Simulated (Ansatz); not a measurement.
# CH₅BN₂: up Jacob's ladder to CCSD(T)

An exercise on one series of results from a longer session: the logs are not shown, and one member is left open.

Program: Ansatz 0.2.0, Gaussian basis. Level of theory: functionals in def2-TZVPP, the program's frozen cores in correlated methods. These are calculated values, not measurements.

The runs, in order: LDA (SPW92), PBE-D4, revPBE-D4, BLYP-D4, r2SCAN-D4, B97M-V, PBE0-D4, B3LYP-D4, r2SCANh-D4, r2SCAN0-D4, HSE06-D4, BHLYP-D4, CAM-B3LYP-D4, LC-ωPBE, ωB97X-V, ωB97M-V, B2PLYP, PBE-QIDH; CCSD(T)/def2-SVP; CCSD(T)/def2-TZVPP; MP2/def2-QZVPP; extrapolation to the limit; RPA on PBE.

1 further run of the same task is left out (it didn't finish).

## The relaxed structure

The geometry comes from an earlier relaxation with PBE0-D4 in a triple-zeta def2 set; it is a stationary point, not always the lowest conformer.

9 atoms, charge 0, spin multiplicity 1.

Atoms are counted from 1 here; the program's logs count them from 0.

Bond lengths: N1–C2 1.431 Å, N1–H5 1.010 Å, N1–H6 1.010 Å, C2–B3 1.561 Å, C2–N4 1.467 Å, C2–H7 1.092 Å, B3–N4 1.341 Å, B3–H8 1.184 Å, N4–H9 1.004 Å. Angles: C2–N1–H5 112.4°, C2–N1–H6 112.7°, H5–N1–H6 108.5°, N1–C2–B3 121.1°, N1–C2–N4 117.3°, N1–C2–H7 115.1°, B3–C2–N4 52.5°, B3–C2–H7 121.0°, N4–C2–H7 113.6°, C2–B3–N4 60.2°, C2–B3–H8 154.8°, N4–B3–H8 144.9°, C2–N4–B3 67.4°, C2–N4–H9 135.2°, B3–N4–H9 156.4°.

The first run:

Contents of in.yaml:

```yaml
crystal:
  periodic: [false, false, false]
  atoms:
    - {symbol: N, position_ang: [0.142944, 1.194368, -0.640584]}
    - {symbol: C, position_ang: [-0.364161, -0.077221, -0.222272]}
    - {symbol: B, position_ang: [0.591189, -1.194096, 0.303181]}
    - {symbol: N, position_ang: [-0.130499, -0.469895, 1.171494]}
    - {symbol: H, position_ang: [0.783988, 1.117386, -1.416970]}
    - {symbol: H, position_ang: [-0.589896, 1.842609, -0.892415]}
    - {symbol: H, position_ang: [-1.366435, -0.317211, -0.582685]}
    - {symbol: H, position_ang: [1.414171, -2.039043, 0.194738]}
    - {symbol: H, position_ang: [-0.392801, -0.103199, 2.068312]}
basis:
  gaussian: {orbitals: def2-TZVPP}
hamiltonian: {xc: lda}
output: {orbitals: {seedname: orbitals}}
```

Among the steps run: LDA; PBE-D4 (GGA); revPBE-D4 (GGA); BLYP-D4 (GGA); r2SCAN-D4 (meta-GGA); B97M-V (meta-GGA); PBE0-D4 (hybrid); B3LYP-D4 (hybrid); r2SCANh-D4 (hybrid); r2SCAN0-D4 (hybrid); HSE06-D4 (hybrid); BHLYP-D4 (hybrid); CAM-B3LYP-D4 (range-separated); LC-ωPBE (range-separated); ωB97X-V (range-separated); ωB97M-V (range-separated); B2PLYP (double hybrid); PBE-QIDH (double hybrid).

One of the session's tables, all rows but one given; the rest of the session is left out.

It belongs to the step «Frontier levels by functional». 

| functional | HOMO (eV) | gap (eV) |
| --- | --- | --- |
| LDA (SPW92) | -5.59 | 4.60 |
| PBE-D4 | -5.45 | 4.71 |
| revPBE-D4 | -5.39 | 4.75 |
| BLYP-D4 | -5.34 | 4.72 |
| r2SCAN-D4 | -5.71 | 5.36 |
| B97M-V | -5.84 | 5.43 |
| PBE0-D4 | -6.86 | 7.11 |
| B3LYP-D4 | ? | ? |
| r2SCANh-D4 | -6.25 | 6.23 |
| r2SCAN0-D4 | -7.05 | 7.52 |
| HSE06-D4 | -6.46 | 6.32 |
| BHLYP-D4 | -8.20 | 9.36 |
| CAM-B3LYP-D4 | -8.30 | 9.56 |
| LC-ωPBE | -9.68 | 12.16 |
| ωB97X-V | -9.31 | 11.66 |
| ωB97M-V | -9.23 | 11.27 |

Q: Estimate the row for B3LYP-D4 from the others.

Worked estimate for «HOMO (eV)». Against the share of exact exchange, BLYP-D4 (0, -5.34), BHLYP-D4 (0.5, -8.20) give a slope of -5.72 per unit share; at 0.2 the line stands at -6.48.

The run gave: HOMO (eV): -6.63; gap (eV): 6.62. In «HOMO (eV)» the line misses by +0.15.
